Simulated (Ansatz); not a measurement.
The system is ScTaN.

```
Ta Sc N
1.0
     3.08507    0.00000    0.00000
    -1.54253    2.67175    0.00000
     0.00000    0.00000   10.34014
Ta Sc N
2 2 2
Direct
  0.33333 0.66667 0.24563
  0.66667 0.33333 0.75437
  0.00000 0.00000 0.00000
  0.00000 0.00000 0.50000
  0.33333 0.66667 0.62984
  0.66667 0.33333 0.37016
```

The cell comes from a database or a generator and needn't be the stable form of this composition.

- Program: Ansatz 0.2.0
- Task: relaxation of cell and atoms
- Functional: PBEsol
- Dispersion: D3(BJ)
- Potentials or basis: Ansatz PAW
- Cutoff: 420 eV (not typed: the program's choice for these potentials)
- k mesh: 10 × 10 × 3
- Occupations: fermi-dirac, width 0.05 eV
- Spin: no spin polarisation

At the start: volume 14.20 Å³/atom.

**Question.** How do energy, volume and symmetry change on relaxing?

**Answer.** It ends after 7 steps and the volume is 13.36 Å³/atom (-6.0 %); space group P-3m1 (No. 164, to 0.05 Å).

The path:
```csv
step,energy change (eV),largest force (eV/Å),volume (Å³)
1,0.0000,0.3513,85.23
2,-0.1942,0.0843,80.77
3,-0.1985,0.0073,80.13
4,-0.1985,0.0059,80.19
5,-0.1924,0.0060,80.19
6,-0.1925,0.0004,80.15
7,-0.1924,0.0004,80.15
```

Final structure:
```xyz
6
Lattice="3.0254 0.0000 0.0000 -1.5127 2.6201 0.0000 0.0000 0.0000 10.1106" Properties=species:S:1:pos:R:3 pbc="T T T"
Ta    0.0000    1.7467    2.4710
Ta    1.5127    0.8734    7.6396
Sc    0.0000    0.0000    0.0000
Sc    0.0000    0.0000    5.0553
N     0.0000    1.7467    6.3702
N     1.5127    0.8734    3.7404
```

Caveat: the plane-wave basis is chosen anew once the cell has moved, so the energies of steps on either side of that aren't comparable; pairwise dispersion overbinds metals, which lowers pressure and volume; the PAW data sets come from PBE, with cores solved anew for the run's functional, which leaves a small shift of forces and pressure.
